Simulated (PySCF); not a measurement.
**[YbF4]−: other functionals and bases at one geometry**

One table from this session's results is given with a row withheld; the runs are named, their logs left out.

Method: several levels, as the steps say, no spin–orbit coupling; program: PySCF 2.14.0.

1 further run of the same task is left out (for a known fault of the program).

## Starting geometry

5 atoms, charge -1, spin multiplicity 1.

Bond lengths: Yb1–F2 2.025 Å, Yb1–F3 2.025 Å, Yb1–F4 2.025 Å, Yb1–F5 2.025 Å. Angles: F2–Yb1–F3 109.5°, F2–Yb1–F4 109.5°, F2–Yb1–F5 109.5°, F3–Yb1–F4 109.5°, F3–Yb1–F5 109.5°, F4–Yb1–F5 109.5°.

Coordinates:

```
Yb    0.0000    0.0000    0.0000
F     1.1694    1.1694    1.1694
F    -1.1694   -1.1694    1.1694
F     1.1694   -1.1694   -1.1694
F    -1.1694    1.1694   -1.1694
```

Formal oxidation states: Yb +3. Each metal's 13 4f electrons lie in its core potential, so multiplicities, spins and levels count the valence alone. An earlier session relaxed this geometry at PBE0, Yb lcecp-1-SVP with ECP59, F def2-SVP (singlet, point group Td).

At PBE0 on the finer grid: E = -438.504345 Eh, HOMO -5.02 eV, LUMO 4.04 eV, Mulliken charge on Yb1 +1.03 e, largest force component 0.004 eV/Å. 

Levels to run: TPSS; CAM-B3LYP; PBE0, TZVP. Hardware: 2 threads of Arm Neoverse V1, shared host.

The first run:

run.py (the lines that set the calculation) reads:

```python
mol = gto.M(atom='''
Yb     0.00000     0.00000     0.00000
F      1.16941     1.16941     1.16941
F     -1.16941    -1.16941     1.16941
F      1.16941    -1.16941    -1.16941
F     -1.16941     1.16941    -1.16941''',
    basis={'Yb': 'lcecp-1-SVP', 'F': 'def2-SVP'},
    ecp={'Yb': 'lcecp-1-SVP'},
    charge=-1, spin=0)
mf = dft.RKS(mol, xc='TPSS')
mf.grids.atom_grid = (75, 302)  # f atoms: unpruned, at least (60, 302)
mf = mf.density_fit()  # fitting sets: Yb AutoAux, F def2-universal-JKFIT
mf.conv_tol = 1e-08; mf.max_cycle = 55
mf.kernel(dm0)  # dm0: the density of the relaxed state
```

On the command line:

```
$ OMP_NUM_THREADS=2 python run.py
```

Steps of the session up to this table: TPSS; CAM-B3LYP; PBE0, TZVP.

One of the session's tables, all rows but one given; the rest of the session is left out.

| level | HOMO (eV) | gap (eV) | charge on Yb1 (e) | largest force component (eV/Å) |
| --- | --- | --- | --- | --- |
| PBE0 (relaxed here) | -5.02 | 9.05 | 1.03 | 0.00 |
| TPSS | -3.06 | 6.69 | 0.87 | 0.12 |
| CAM-B3LYP | ? | ? | ? | ? |
| PBE0, TZVP | -5.41 | 9.28 | 1.56 | 0.12 |

**Question.** Estimate the row for CAM-B3LYP.

The run gave: HOMO (eV): -6.52; gap (eV): 11.09; charge on Yb1 (e): 0.97; largest force component (eV/Å): 0.02. In the column «HOMO (eV)» it is the lowest.

In one basis the HOMO–LUMO gap runs from 6.69 eV (TPSS) to 11.09 eV (CAM-B3LYP). The largest leftover force, 0.12 eV/Å with TPSS, stands at a geometry relaxed at another level. With 4f in the core, its levels are missing from HOMO and gap, and its count is fixed, so no charge can pass from the ligands into it. Total energies of different levels can't be compared.
